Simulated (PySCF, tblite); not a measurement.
# C₄H₇ClF₄Si: geometry, infrared bands and NMR shifts

Wanted: the infrared bands and NMR shifts of C₄H₇ClF₄Si (`F[C@@H](Cl)[SiH2]CCC(F)(F)F`), by calculation.

Computed with tblite 0.8.0 and PySCF 2.14.0, with density-fitted response routines of our own, on a single molecule in the gas phase. Atoms are numbered from 0 throughout.

## Step 1: The molecule as given

17 atoms, charge 0, multiplicity 1; geometry from: force field or distance geometry start.

Bonds of the start (Å): F0–C1 1.37, C1–Cl2 1.79, C1–Si3 1.84, Si3–C4 1.89, C4–C5 1.54, C5–C6 1.52, C6–F7 1.35, C6–F8 1.35, C6–F9 1.35, C1–H10 1.09, Si3–H11 1.48, Si3–H12 1.47, C4–H13 1.10, C4–H14 1.10, C5–H15 1.08, C5–H16 1.09.

## Step 2: Optimising the geometry with GFN2-xTB

The job: settings as JSON, then the geometry in Å.

```
{"job": {"kind": "relax", "xc": "GFN2-xTB", "basis": "xTB"}, "charge": 0, "multiplicity": 1}
F      2.791100     0.504000     1.579700
C      2.824700     0.163100     0.255300
Cl     3.382900    -1.531100     0.146700
Si     1.152300     0.342900    -0.486800
C     -0.168800    -0.586700     0.499200
C     -1.570500    -0.692600    -0.137000
C     -2.351700     0.609800    -0.166000
F     -1.781400     1.522800    -0.974700
F     -2.442000     1.145000     1.071100
F     -3.611900     0.382800    -0.606700
H      3.572600     0.788500    -0.225700
H      0.763100     1.765900    -0.539300
H      1.118600    -0.160200    -1.871600
H      0.205800    -1.607000     0.642900
H     -0.251000    -0.126700     1.490400
H     -1.499400    -1.091900    -1.140400
H     -2.141200    -1.416500     0.453000
```

Launch:

```bash
> OMP_NUM_THREADS=1 python probes_run.py task.json out
```

One launch serves the whole session: the jobs run in the order shown.

**Question.** This job is followed by: GFN2-xTB harmonic vibrations, gas phase; GIAO PBE0/pcSseg-1 NMR shielding, non-relativistic, gas phase. What will the session give for the following? strongest single infrared mode (GFN2-xTB); zero-point energy (GFN2-xTB); ¹³C shifts against TMS (PBE0/pcSseg-1); ¹H shifts against TMS (PBE0/pcSseg-1); ¹⁹F shifts against CFCl3 (PBE0/pcSseg-1, means over atoms taken as alike); ³⁵Cl shifts against HCl (PBE0/pcSseg-1); ²⁹Si shifts against TMS (PBE0/pcSseg-1).

**Answer**, as computed:

| quantity | value |
| --- | --- |
| strongest single infrared mode (GFN2-xTB) | 2302 cm⁻¹, 284 km/mol |
| zero-point energy (GFN2-xTB) | 65.9 kcal/mol |
| ¹³C shifts against TMS (PBE0/pcSseg-1) | 136.6, 106.7, 34.3, 1.9 ppm |
| ¹H shifts against TMS (PBE0/pcSseg-1) | 6.58, 4.53, 4.03, 2.66, 2.13, 1.62, 1.43 ppm |
| ¹⁹F shifts against CFCl3 (PBE0/pcSseg-1, means over atoms taken as alike) | -83.6, -190.2 ppm |
| ³⁵Cl shifts against HCl (PBE0/pcSseg-1) | 206 ppm |
| ²⁹Si shifts against TMS (PBE0/pcSseg-1) | -34.9 ppm |

Relaxing lowered the energy by 0.255 eV in 107 steps; the close pair that moved most is C1–Si3, from 1.838 to 1.933 Å. No mode is imaginary among the 45: a minimum at this level. Unscaled tight-binding wavenumbers are off by several per cent, some by more. Its intensities can rank the bands wrongly. The most deshielded hydrogen is H10 (hydrogen on an sp3 CH bonded to Cl and F and Si), at 6.58 ppm: its carbon carries Cl and F, an electronegative neighbour. At PBE0/pcSseg-1: The largest span, 583 ppm, is at Cl2, where the paramagnetic term is -402 ppm.
